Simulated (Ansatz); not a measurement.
# FGeH2N: the cost of one run

All numbers are computed with Ansatz 0.2.0, driven from Python. Level of theory: CAM-B3LYP/def2-TZVP.

## (1) The structure

Bond lengths: N1–Ge2 1.814 Å, Ge2–F3 1.738 Å, N1–H4 1.069 Å, N1–H5 1.060 Å. Angles: N1–Ge2–F3 107.2°, Ge2–N1–H4 104.9°, Ge2–N1–H5 110.3°, H4–N1–H5 101.2°.

No structure file is read: the coordinates are typed or built in the script.

## (2) The script

bde.py

```python
# -*- coding: utf-8 -*-
"""Cost of removing each kind of hydrogen from FGeH2N, fragments frozen."""

import ansatz as az


def total_energy(molecule, charge=0, unpaired=0):
    calc = (
        molecule.calculation()
        .basis(gaussian="def2-TZVP")
        .functional("cam_b3lyp")
    )
    if charge:
        calc = calc.charge(charge)
    if unpaired:
        calc = calc.spin("collinear", total=unpaired)
    report = calc.run(threads=1, pin="off").report
    if report["published_state_doubts"]:
        print("  doubts:", report["published_state_doubts"])
    return report["free_energy_ev"]

def without(molecule, index):
    rest = az.Crystal.molecule()
    for i, site in enumerate(molecule.cartesian_sites):
        if i != index:
            rest = rest.atom(site.symbol, site.position_ang)
    return rest


def main():
    geometry_ang = [
        ("N", (-0.6804, 0.0791, -0.3071)),
        ("Ge", (0.568, -0.1283, 0.9925)),
        ("F", (1.6427, -1.3932, 0.4755)),
        ("H", (-1.252, 0.9308, -0.0059)),
        ("H", (-0.2283, 0.438, -1.1963)),
    ]
    fgeh2n = az.Crystal.molecule()
    for symbol, xyz in geometry_ang:
        fgeh2n = fgeh2n.atom(symbol, xyz)

    whole = total_energy(fgeh2n, 0)
    hydrogen = total_energy(az.Crystal.molecule().atom("H", (0, 0, 0)), 0, 1)
    print(f"E(molecule) = {whole:.5f} eV, E(H) = {hydrogen:.5f} eV")
    for index in [4]:
        radical = total_energy(without(fgeh2n, index), 0, 1)
        print(f"H{index}: homolysis {23.060548 * (radical + hydrogen - whole):.1f} kcal/mol")


if __name__ == "__main__":
    main()
```

## (3) The input behind the calls

The package turns the script's settings into the engine's input (first run):

```yaml
crystal:
  periodic: [false, false, false]
  atoms:
    - { symbol: "N", position_ang: [-0.6804, 0.0791, -0.3071] }
    - { symbol: Ge, position_ang: [0.568, -0.1283, 0.9925] }
    - { symbol: F, position_ang: [1.6427, -1.3932, 0.4755] }
    - { symbol: H, position_ang: [-1.252, 0.9308, -0.0059] }
    - { symbol: H, position_ang: [-0.2283, 0.438, -1.1963] }
basis:
  gaussian:
    orbitals: def2-TZVP
hamiltonian:
  xc: cam_b3lyp
```

## (4) Running it

The run is started by

```
$ python bde.py
```

What time and memory should one allow on 1 thread of Arm Neoverse V2, shared host?

About 15 s, with a peak of 0.46 GiB.
